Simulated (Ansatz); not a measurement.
**GaNH₂ (triplet): wave-function methods side by side, cc-pVDZ**

The task here is to estimate one member of a computed series from the others.

Program: Ansatz 0.2.0, Gaussian basis. Level of theory: cc-pVDZ, core rule «outside noble gas», up to 15 orbitals frozen. These are calculated values, not measurements.

The runs, in order: UHF; CCSD(T) on ROHF; CCSD(T) on UHF; BCCD(T) on ROHF; CISD; CCSDT(Q) on ROHF; CCSDT(Q) on UHF; CCSDTQ on ROHF.

12 further runs of the same task are left out: 9 for a known fault of the program, 3 set aside as unsound or not needed.

### What is computed

The geometry is a PBE0/def2-TZVP stationary point (not a proven minimum). No spin-orbit coupling is included. The filled d shell of Ga may be among the frozen orbitals whatever the setting's name suggests; the logs give the count.

4 atoms, charge 0, spin multiplicity 3.

Atoms are counted from 1 here; the program's logs count them from 0.

Bond lengths: N1–Ga2 1.886 Å, N1–H3 1.014 Å, N1–H4 1.014 Å. Angles: Ga2–N1–H3 111.5°, Ga2–N1–H4 111.5°, H3–N1–H4 109.1°.

Set-up of the first run:

in.yaml reads:

```yaml
crystal:
  periodic: [false, false, false]
  atoms:
    - {symbol: N, position_ang: [-0.104201, 0.000000, 1.521268]}
    - {symbol: Ga, position_ang: [0.011438, 0.000000, -0.361116]}
    - {symbol: H, position_ang: [0.328389, -0.826162, 1.919816]}
    - {symbol: H, position_ang: [0.328389, 0.826162, 1.919816]}
basis:
  gaussian: {orbitals: cc-pVDZ}
magnetization: {spin_polarized: true, initial_magnetization: 2}
hamiltonian: {xc: hf}
output: {orbitals: {seedname: orbitals}}
```

Run with:

```sh
$ ansatz run in.yaml --threads 1 --pin off --events-out ev --progress --plain --max-ram 4096MiB --backend cpu
```

Among the steps run: UHF; CCSD(T) on ROHF; CCSD(T) on UHF; BCCD(T) on ROHF; CISD; CCSDT(Q) on ROHF; CCSDT(Q) on UHF; CCSDTQ on ROHF.

One table of the session follows, with a row left open; its other results are not shown here.

It belongs to the step «Misses and costs». 

| method | from RCCSDTQ (meV) |
| --- | --- |
| ROHF | +6387.4 |
| UHF | +6310.9 |
| RMP2 | +687.8 |
| UMP2 | ? |
| RCCSD | +231.7 |
| UCCSD | +211.8 |
| RCCSD(T) | +35.8 |
| UCCSD(T) | +22.3 |
| BCCD(T) | +38.0 |
| RCCSDT | +17.0 |
| UCCSDT | +2.7 |
| RCCSDT(Q) | -0.9 |
| UCCSDT(Q) | -17.4 |
| RCCSDTQ | 0 |

Estimate the missing values for UMP2.

The run gave: from RCCSDTQ (meV): +676.9. In the column «from RCCSDTQ (meV)» it lies between RCCSD (+231.7) and RMP2 (+687.8).

Caveats from the session: Restricted and unrestricted rows rest on different reference determinants; where their highest levels disagree by more than a few hundredths of an eV, they describe different states and don't form one ladder.
